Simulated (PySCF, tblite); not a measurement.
**C5H10P2S: infrared bands and NMR shifts**

What infrared bands and NMR shifts should C5H10P2S (`C=C[P@@H](=S)/C=C/PC`) show?

The runs use tblite 0.8.0 and PySCF 2.14.0, with density-fitted response routines of our own; the level of theory stands in each step. All values are computed, except where a source is named. Atoms are numbered from 0 throughout.

**1. Starting geometry**

18 atoms, charge 0, multiplicity 1; geometry from: GFN2-xTB.

Bonds of the start (Å): C0–C1 1.32, C1–P2 1.82, P2–S3 1.93, P2–C4 1.81, C4–C5 1.33, C5–P6 1.83, P6–C7 1.85, C0–H8 1.08, C0–H9 1.08, C1–H10 1.08, P2–H11 1.40, C4–H12 1.08, C5–H13 1.09, P6–H14 1.40, C7–H15 1.09, C7–H16 1.09, C7–H17 1.09.

**2. Harmonic vibrations with GFN2-xTB**

What the job is given:

```
{"job": {"kind": "ir", "xc": "GFN2-xTB", "basis": "xTB"}, "charge": 0, "multiplicity": 1}
C     -3.767104     0.376061    -0.608102
C     -2.917025    -0.295445     0.149996
P     -1.418943    -1.015914    -0.580742
S     -1.215083    -0.865644    -2.491212
C     -0.061678    -0.342310     0.416297
C      0.965596     0.238823    -0.191275
P      2.397261     0.942179     0.698220
C      3.710483     0.212857    -0.386321
H     -3.573639     0.494428    -1.664802
H     -4.669818     0.820261    -0.221739
H     -3.060138    -0.446175     1.212049
H     -1.498249    -2.318869    -0.063036
H     -0.133049    -0.428272     1.492314
H      0.970928     0.284960    -1.279313
H      2.328165     2.159545     0.004554
H      3.815479    -0.844785    -0.147911
H      3.462661     0.325117    -1.440241
H      4.655394     0.709501    -0.175152
```

**Question.** This job is followed by: GIAO PBE0/pcSseg-1 NMR shielding, non-relativistic, gas phase. Predict these results of the whole session: strongest single infrared mode (GFN2-xTB); zero-point energy (GFN2-xTB); 13C shifts against TMS (PBE0/pcSseg-1); 1H shifts against TMS (PBE0/pcSseg-1, means over atoms taken as alike); 31P shifts against H3PO4 (PBE0/pcSseg-1); 33S shifts against CS2 (PBE0/pcSseg-1).

The runs gave:

| quantity | value |
| --- | --- |
| strongest single infrared mode (GFN2-xTB) | 2178 cm⁻¹, 182 km/mol |
| zero-point energy (GFN2-xTB) | 81.6 kcal/mol |
| 13C shifts against TMS (PBE0/pcSseg-1) | 164.1, 144.4, 142.9, 136.9, 8.9 ppm |
| 1H shifts against TMS (PBE0/pcSseg-1, means over atoms taken as alike) | 8.16, 7.41, 6.99, 6.93, 6.66, 6.58, 3.92, 1.33 ppm |
| 31P shifts against H3PO4 (PBE0/pcSseg-1) | -12.3, -114.3 ppm |
| 33S shifts against CS2 (PBE0/pcSseg-1) | -365 ppm |

What this shows: All 48 modes are real, so the xTB geometry is a minimum. The strongest single mode, at 2178 cm⁻¹, moves mainly H11. Unscaled tight-binding wavenumbers are off by several per cent, some by more. Its intensities can rank the bands wrongly.
